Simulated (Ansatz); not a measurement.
HfB in Ansatz: the effect of functional

HfB:

```
Hf B
1.0
     0.00000    2.26284    2.26284
     2.26284    0.00000    2.26284
     2.26284    2.26284    0.00000
Hf B
1 1
Direct
  0.50000 0.50000 0.50000
  0.00000 0.00000 0.00000
```

The cell isn't the ideal one: volume scaled by 0.94.

Alike in all runs:

- Program: Ansatz 0.2.0
- Task: single point
- Potentials or basis: Ansatz PAW
- k mesh: 10 × 10 × 10
- Occupations: fermi-dirac, width 0.05 eV
- Spin: no spin polarisation

| functional | cutoff | pressure (GPa) |
| --- | --- | --- |
| LDA | 420 eV (not typed: the program's choice for these potentials) | ? |
| PBE | 420 eV (not typed: the program's choice for these potentials) | 48.4 |
| PBEsol | 420 eV (not typed: the program's choice for these potentials) | 41.3 |
| r2SCAN | 500 eV (not typed: the program's choice for these potentials) | 47.7 |

Q: What does the run with functional LDA give?

A: Pressure 35.4 GPa.

Caveats: the PAW data sets come from PBE, with cores solved anew for the run's functional, which leaves a small shift of forces and pressure (some runs).
